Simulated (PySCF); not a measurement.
**CH3BrMgO (SMILES C[O][Mg][Br]): levels of theory compared**

Wanted: a comparison of 5 runs (HF/3-21G, HF/def2-SVP, HF/def2-TZVP, PBE0/def2-SVP, r2SCAN/def2-SVP) of CH3BrMgO. Input form: a Python script.

The calculation is run with PySCF 2.14.0.

### Step 1. The structure to begin with

The species is CH3BrMgO (7 atoms), meant as a singlet with charge 0. SMILES: `C[O][Mg][Br]`. The shape is that of a PBE0-D4/def2-TZVP optimisation.

Bond lengths: C1–O2 1.378 Å, O2–Mg3 1.749 Å, Mg3–Br4 2.326 Å, C1–H5 1.099 Å, C1–H6 1.099 Å, C1–H7 1.099 Å. Angles: C1–O2–Mg3 180.0°, O2–Mg3–Br4 180.0°, O2–C1–H5 111.6°, O2–C1–H6 111.6°, O2–C1–H7 111.6°, H5–C1–H6 107.2°, H5–C1–H7 107.2°, H6–C1–H7 107.2°.

### Step 2. Energy and gradient at HF/3-21G (run 1)

Contents of input.py:

```python
from pyscf import gto

mol = gto.M(
    atom='''
C      1.404255     1.863648     0.308592
O     -0.126612    -0.212783    -0.045542
Mg    -2.069817    -2.847817    -0.494919
Br    -4.654017    -6.352503    -1.092640
H      1.694517     2.910745    -1.460947
H      0.588272     3.190236     1.682045
H      3.279053     1.320163     1.016862
''',
    basis='3-21g',
    unit='bohr',
    max_memory=1860,
    verbose=3,
)

myscf = mol.RHF()
myscf.conv_tol = 1e-10
myscf.kernel()
if not myscf.converged:
    myscf = myscf.newton().run(myscf.mo_coeff, myscf.mo_occ)

e_final = myscf.e_tot
print('E(%s) = %.9f' % ('HF', e_final))
grad = myscf.nuc_grad_method().kernel()
myscf.analyze()
```

The run is started by

```
$ OMP_NUM_THREADS=1 python input.py
```

The log of the run:

```text
converged SCF energy = -2872.4770989987
[... 20 lines left out ...]
MO #9   energy= -9.73346864590473  occ= 2
[... 9 lines left out ...]
MO #19  energy= -2.28885987083328  occ= 2
[... 9 lines left out ...]
MO #29  energy= -0.399623793926353 occ= 2
[... 9 lines left out ...]
MO #39  energy= 0.299716818038517  occ= 0
[... 9 lines left out ...]
MO #49  energy= 1.00027535241494   occ= 0
[... 9 lines left out ...]
MO #59  energy= 3.39952664895941   occ= 0
[... 8 lines left out ...]
Dipole moment(X, Y, Z, Debye):  1.55313,  2.10702,  0.35939
```

Run time: 3.6 s. Hardware: 1 thread of Intel Xeon at 2.70GHz, shared host; peak memory 0.13 GiB.

### Step 3. Energy and forces at HF/def2-SVP (run 2)

Contents of calc.py:

```python
from pyscf import gto

molecule = gto.Mole()
molecule.atom = '''
C    0.743100   0.986200   0.163300
O   -0.067000  -0.112600  -0.024100
Mg  -1.095300  -1.507000  -0.261900
Br  -2.462800  -3.361600  -0.578200
H    0.896700   1.540300  -0.773100
H    0.311300   1.688200   0.890100
H    1.735200   0.698600   0.538100
'''
molecule.max_memory = 1860
molecule.spin = 0
molecule.basis = 'def2-svp'
molecule.charge = 0
molecule.verbose = 4
molecule.build()

mf = molecule.RHF()
mf.conv_tol = 1e-10
mf.kernel()
if not mf.converged:
    mf = mf.newton().run(mf.mo_coeff, mf.mo_occ)

etot = mf.e_tot
print(f'total energy: {etot:.8f} hartree')
grad = mf.nuc_grad_method().kernel()
dip = mf.dip_moment()
pop, q = mf.mulliken_pop()
```

The run is started by

```
$ OMP_NUM_THREADS=1 python calc.py
```

The log of the run:

```text
PySCF version 2.14.0

[... 63 lines left out ...]
converged SCF energy = -2886.14783407586
total energy: -2886.14783408 hartree
[... 13 lines left out ...]
Dipole moment(X, Y, Z, Debye):  1.02947,  1.39682,  0.23827
[... 101 lines left out ...]
charge of    6H =     -0.00616
```

It took 11 s on 1 thread of Intel Xeon at 2.70GHz, shared host; peak memory 0.19 GiB.

Runs 3 to 4 aren't shown in full; the table further down has their settings and results.

### Step 4. Energy and forces at r2SCAN/def2-SVP (run 5)

Contents of job.py:

```python
import pyscf.grad
from pyscf import gto, dft

molecule = gto.M(
    atom=[
    ('C', (0.743100, 0.986200, 0.163300)),
    ('O', (-0.067000, -0.112600, -0.024100)),
    ('Mg', (-1.095300, -1.507000, -0.261900)),
    ('Br', (-2.462800, -3.361600, -0.578200)),
    ('H', (0.896700, 1.540300, -0.773100)),
    ('H', (0.311300, 1.688200, 0.890100)),
    ('H', (1.735200, 0.698600, 0.538100)),
],
    max_memory=1860,
    charge=0,
    basis='def2-svp',
    verbose=3,
)

mf = dft.RKS(molecule)
mf.xc = 'r2scan'
mf.conv_tol = 1e-10
mf.grids.level = 5
mf.kernel()
if not mf.converged:
    mf = mf.newton().run(mf.mo_coeff, mf.mo_occ)

e_final = mf.e_tot
print('E(%s) = %.9f' % ('R2SCAN', e_final))
grad = mf.Gradients().kernel()
mf.analyze()
```

The run is started by

```
$ OMP_NUM_THREADS=1 python job.py
```

The log of the run:

```text
converged SCF energy = -2888.91018258612
[... 24 lines left out ...]
MO #13  energy= -3.09934364017331  occ= 2
[... 15 lines left out ...]
MO #29  energy= -0.26687592934268  occ= 2
[... 15 lines left out ...]
MO #45  energy= 0.21579266717255   occ= 0
[... 15 lines left out ...]
MO #61  energy= 0.70910969333378   occ= 0
[... 15 lines left out ...]
MO #77  energy= 1.8854961943705    occ= 0
[... 15 lines left out ...]
MO #93  energy= 3.67222402546757   occ= 0
[... 8 lines left out ...]
Dipole moment(X, Y, Z, Debye):  0.94267,  1.27899,  0.21817
```

It took 71 s on 1 thread of Intel Xeon at 2.70GHz, shared host; peak memory 0.92 GiB.

### Step 5. Overview of the runs

```
run            level  integration grid   energy (Eh)  dipole moment (D)  HOMO energy (eV)  LUMO energy (eV)  wall time
  1         HF/3-21G                 –  -2872.477099               2.64            -10.49              1.22      3.6 s
  2      HF/def2-SVP                 –  -2886.147834               1.75            -11.03              0.87       11 s
  3     HF/def2-TZVP                 –  -2886.666618               1.75            -11.09              0.84       61 s
  4    PBE0/def2-SVP                 5  -2888.473006               1.54             -7.36             -1.36       50 s
  5  r2SCAN/def2-SVP                 5  -2888.910183               1.60             -6.15             -1.61       71 s
```

### Step 6. Results

```
                       quantity           value
            run 5: total energy  -2888.91018 Eh
           run 5: dipole moment          1.60 D
             run 5: HOMO energy        -6.15 eV
             run 5: LUMO energy        -1.61 eV
           run 5: HOMO–LUMO gap         4.53 eV
run 5: largest force on an atom      0.320 eV/Å
```

What this shows: The dipole moment (its size) runs from 1.54 D (PBE0/def2-SVP) to 2.64 D (HF/3-21G). The two ends differ in method and basis. The HOMO–LUMO gap runs from 4.53 eV (r2SCAN/def2-SVP) to 11.92 eV (HF/def2-TZVP). Totals of different functionals can't be ranked against each other. All runs together took 3.3 min, the longest 71 s.
